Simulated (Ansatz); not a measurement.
**YTiGe: properties at the relaxed cell**

The task here is to estimate one member of a computed series from the others.

Program: Ansatz 0.2.0. Level of theory: DFT PBEsol, scalar-relativistic, plane waves, PAW. These are calculated values, not measurements.

2 further runs of the same task are left out: 2 set aside as unsound or not needed. Runs told in other sessions of the task aren't counted.

## The starting structure

Symmetry: P4/nmm, No. 129, tetragonal system. Conventional cell: a = 4.011 Å, b = 4.011 Å, c = 7.590 Å, α = 90.00°, β = 90.00°, γ = 90.00°. Y (site symmetry 4mm) is surrounded by 5 Ge at 2.94 to 3.14 Å and 4 Ti at 3.29 Å. Ti (site symmetry -4m2) has 4 Ge at 2.72 Å and 4 Ti at 2.84 Å in its first shell of neighbours. Ge (site symmetry 4mm) has 4 Ti at 2.72 Å and 4 Y at 2.94 Å in its first shell of neighbours.

Structure file:

```cif
data_structure
_symmetry_space_group_name_H-M 'P 1'
_symmetry_Int_Tables_number 1
_cell_length_a 4.0107
_cell_length_b 4.0107
_cell_length_c 7.5903
_cell_angle_alpha 90.000
_cell_angle_beta 90.000
_cell_angle_gamma 90.000
_cell_volume 122.10
loop_
_atom_site_label
_atom_site_type_symbol
_atom_site_fract_x
_atom_site_fract_y
_atom_site_fract_z
_atom_site_occupancy
Y1 Y 0.50000 0.00000 0.65652 1
Y2 Y 0.00000 0.50000 0.34348 1
Ti1 Ti 0.00000 0.00000 0.00000 1
Ti2 Ti 0.50000 0.50000 0.00000 1
Ge1 Ge 0.50000 0.00000 0.24299 1
Ge2 Ge 0.00000 0.50000 0.75701 1
```

This cell was relaxed beforehand with the same method: volume 20.35 Å³/atom, gap on the mesh none (metal).

Set-up of the first run:

The input, input.yaml:

```yaml
crystal:
  lattice:
    - [3.9702326122, 0.0, 0.0]
    - [0.0, 3.9702326122, 0.0]
    - [0.0, 0.0, 7.5136036227]
  atoms:
    - { symbol: "Y", position: [0.5, 0.0, 0.6565223937] }
    - { symbol: "Y", position: [0.0, 0.5, 0.3434776063] }
    - { symbol: Ti, position: [0.0, 0.0, 0.0] }
    - { symbol: Ti, position: [0.5, 0.5, 0.0] }
    - { symbol: Ge, position: [0.5, 0.0, 0.2429898924] }
    - { symbol: Ge, position: [0.0, 0.5, 0.7570101076] }
basis:
  ecutwfc: 420
kpoints:
  mp_grid: { grid: [10, 10, 6] }
hamiltonian:
  xc: pbesol
scf:
  occupations: { method: gaussian, width: 0.1 }
output:
  forces: true
  stress: true
  eigenvalues: true
relax:
  adjacent_minimum: "off"
  f_tol: 0.01
  max_steps: 30
  cell: { stress_tol: 0.1, fix: [volume] }
```

The run is started by

```bash
ansatz run input.yaml --threads 1 --pin off --max-ram 2560MiB --backend cpu --events-out ev --progress --plain --runs-dir out
```

Among the steps run: Point at V/V0 = 0.97; Point at V/V0 = 1.03; Point at V/V0 = 0.94; Point at V/V0 = 1.06; Volume × 0.91; The cell scaled to 1.10 of its volume; The cell scaled to 0.88 of its volume.

One of the session's tables, all rows but one given; the rest of the session is left out.

It belongs to the step «Energy against volume». 

| volume (Å³/atom) | energy above the lowest point (meV/atom) | pressure (GPa) |
| --- | --- | --- |
| 17.908 | 107.1 | 15.64 |
| 18.518 | 57.0 | 10.78 |
| 19.129 | ? | ? |
| 19.739 | 5.7 | 3.04 |
| 20.350 | 0.0 | -0.01 |
| 20.960 | 5.1 | -2.60 |
| 21.571 | 19.3 | -4.78 |
| 22.385 | 49.7 | -7.08 |

**Question.** Estimate the row for volume (Å³/atom) = 19.129.

Worked estimate for «energy above the lowest point (meV/atom)». A straight line through the neighbours (18.518, 57.0) and (19.739, 5.7) gives 57.0 + (5.7 − 57.0) × (19.129 − 18.518) / (19.739 − 18.518) = 31.3; a parabola fitted to 4 rows on both sides gives 23.9.

**Answer.** energy above the lowest point (meV/atom): 23.9; pressure (GPa): 6.61. In «energy above the lowest point (meV/atom)» the line misses by +7.4 and the parabola by 0.0.
